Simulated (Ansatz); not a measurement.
# CAM-B3LYP/6-31G(d) (spherical functions) run of CH4FGeN (SMILES [H]/N=[C](/F)[GeH3])

Aim: the vertical singlet–triplet gap of CH4FGeN at CAM-B3LYP/6-31G* (spherical functions), from 2 runs. 

The calculation is run with Ansatz 0.2.0.

128 further runs of the same task are left out: 128 set aside as unsound or not needed. Runs told in other sessions of the task aren't counted.

**1. The structure to begin with**

The species is CH4FGeN (8 atoms), meant as a singlet with charge 0. SMILES: `[H]/N=[C](/F)[GeH3]`. The shape is that of a PBE0-D4/def2-TZVP optimisation.

Bond lengths: N1–C2 1.246 Å, C2–F3 1.346 Å, C2–Ge4 1.978 Å, N1–H5 1.016 Å, Ge4–H6 1.532 Å, Ge4–H7 1.534 Å, Ge4–H8 1.532 Å. Angles: N1–C2–F3 117.4°, N1–C2–Ge4 131.1°, F3–C2–Ge4 111.5°, C2–N1–H5 111.2°, C2–Ge4–H6 108.9°, C2–Ge4–H7 106.6°, C2–Ge4–H8 108.9°, H6–Ge4–H7 111.0°, H6–Ge4–H8 110.4°, H7–Ge4–H8 111.0°.

**2. A single-point energy at CAM-B3LYP/6-31G(d) (spherical functions)**

run.yaml

```yaml
basis:
  gaussian: {orbitals: 6-31G_st_-spherical.json}
crystal:
  periodic: [false, false, false]
  atoms:
    - symbol: N
      position_ang: [1.895900, 0.222300, -0.348500]
    - symbol: C
      position_ang: [0.908100, 0.027300, 0.385600]
    - symbol: F
      position_ang: [1.137400, -0.127100, 1.702400]
    - symbol: Ge
      position_ang: [-1.019900, -0.103800, -0.035500]
    - symbol: H
      position_ang: [1.617200, 0.325400, -1.319900]
    - symbol: H
      position_ang: [-1.766200, 1.006900, 0.710300]
    - symbol: H
      position_ang: [-1.149700, 0.071600, -1.553900]
    - symbol: H
      position_ang: [-1.530700, -1.479600, 0.403700]
hamiltonian: {xc: {name: CAM-B3LYP}}
accuracy: high
output: {orbitals: {seedname: orbitals}}
```

The basis set 6-31G* is read from a file made from the Basis Set Exchange's data (not shown).

Run with:

```console
$ ansatz run run.yaml --threads 1 --pin off --max-ram 3480MiB --events-out events.jsonl --progress --plain --runs-dir runs
```

The program printed:

```text
Warning: RAYON_NUM_THREADS=1 ignored (pool sized by the plan → 1); use --threads N
Functional definition: CAM-B3LYP
  name "CAM-B3LYP"
  parameter alpha = 0.19
  parameter beta = 0.46
  parameter omega = 0.33/bohr
  parameter ac = 0.81
  exchange = (1 - alpha - beta)*b88_x + beta*b88_x_sr(omega) + alpha*exact_x + beta*exact_x_lr(omega)
  correlation = (1 - ac)*vwn5_c + ac*lyp_c
1829 factors; integrals over basis functions are off by at most 1.6e-8 eV
390 factors; integrals over basis functions are off by at most 2.0e-9 eV
mean field evaluation 1: about -61815.6171 eV, gradient 4.5e1 eV
mean field evaluation 2: about -61812.6491 eV, gradient 5.9e1 eV
mean field evaluation 4: about -61819.4328 eV, gradient 2.6e0 eV
mean field evaluation 8: about -61819.5982 eV, gradient 1.9e-1 eV
mean field evaluation 16: about -61819.5983 eV, gradient 2.1e-5 eV
mean field -61819.59830166 eV, -2271.8283347572 hartree, gradient 6.5e-8 eV, S^2 0.000000; 0 other end points of the search recorded, 0 dependent functions left out
reference -61819.59832037 eV, -2271.8283354450 hartree; 29, 29 occupied and 53, 53 virtual orbitals, 1829 factors
Total energy: -61819.59832037 eV, -2271.8283354450 hartree
```

Run time: 14 s. Hardware: 1 thread of Arm Neoverse N1, shared host; peak memory 0.32 GiB.

**3. The triplet, same level**

input.yaml

```yaml
crystal:
  periodic: [false, false, false]
  atoms:
    - {symbol: N, position_ang: [1.895900, 0.222300, -0.348500]}
    - {symbol: C, position_ang: [0.908100, 0.027300, 0.385600]}
    - {symbol: F, position_ang: [1.137400, -0.127100, 1.702400]}
    - {symbol: Ge, position_ang: [-1.019900, -0.103800, -0.035500]}
    - {symbol: H, position_ang: [1.617200, 0.325400, -1.319900]}
    - {symbol: H, position_ang: [-1.766200, 1.006900, 0.710300]}
    - {symbol: H, position_ang: [-1.149700, 0.071600, -1.553900]}
    - {symbol: H, position_ang: [-1.530700, -1.479600, 0.403700]}
basis:
  gaussian:
    orbitals: 6-31G_st_-spherical.json
magnetization:
  spin_polarized: true
  initial_magnetization: 2
hamiltonian:
  xc: {name: CAM-B3LYP}
accuracy: high
output:
  orbitals: {seedname: orbitals}
```

The basis set 6-31G* is read from a file made from the Basis Set Exchange's data (not shown).

Run with:

```console
$ ansatz run input.yaml --threads 1 --pin off --max-ram 3480MiB --events-out events.jsonl --progress --plain --runs-dir runs
```

The program printed (excerpt; [...] marks lines left out):

```text
Warning: RAYON_NUM_THREADS=1 ignored (pool sized by the plan → 1); use --threads N
[... 2 set-up lines as earlier in the session ...]
[...]
1829 factors; integrals over basis functions are off by at most 1.6e-8 eV
390 factors; integrals over basis functions are off by at most 2.0e-9 eV
[...]
mean field -61814.60970005 eV, -2271.6450070296 hartree, gradient 6.1e-8 eV, S^2 2.007372; 2 other end points of the search recorded, 0 dependent functions left out
reference -61814.60971895 eV, -2271.6450077241 hartree; 30, 28 occupied and 52, 54 virtual orbitals, 1829 factors
Total energy: -61814.60971895 eV, -2271.6450077241 hartree
```

Run time: 50 s. Hardware: 1 thread of Arm Neoverse N1, shared host; peak memory 0.48 GiB.

**4. Summary of results**

Level: CAM-B3LYP/6-31G* (spherical functions).

| quantity | value |
| --- | --- |
| singlet: total energy | -2271.82834 Eh |
| singlet: HOMO energy | -9.24 eV |
| singlet: LUMO energy | 1.08 eV |
| singlet: HOMO–LUMO gap | 10.32 eV |
| triplet: total energy | -2271.64501 Eh |
| triplet: HOMO energy (highest over α and β) | -4.24 eV |
| triplet: LUMO energy (lowest over α and β) | -3.86 eV |
| triplet: ⟨S²⟩ | 2.007 |
| vertical energy of the triplet above the singlet | 4.989 eV |

**Reading.** At this shape the triplet lies 4.99 eV (481 kJ/mol) above the singlet.
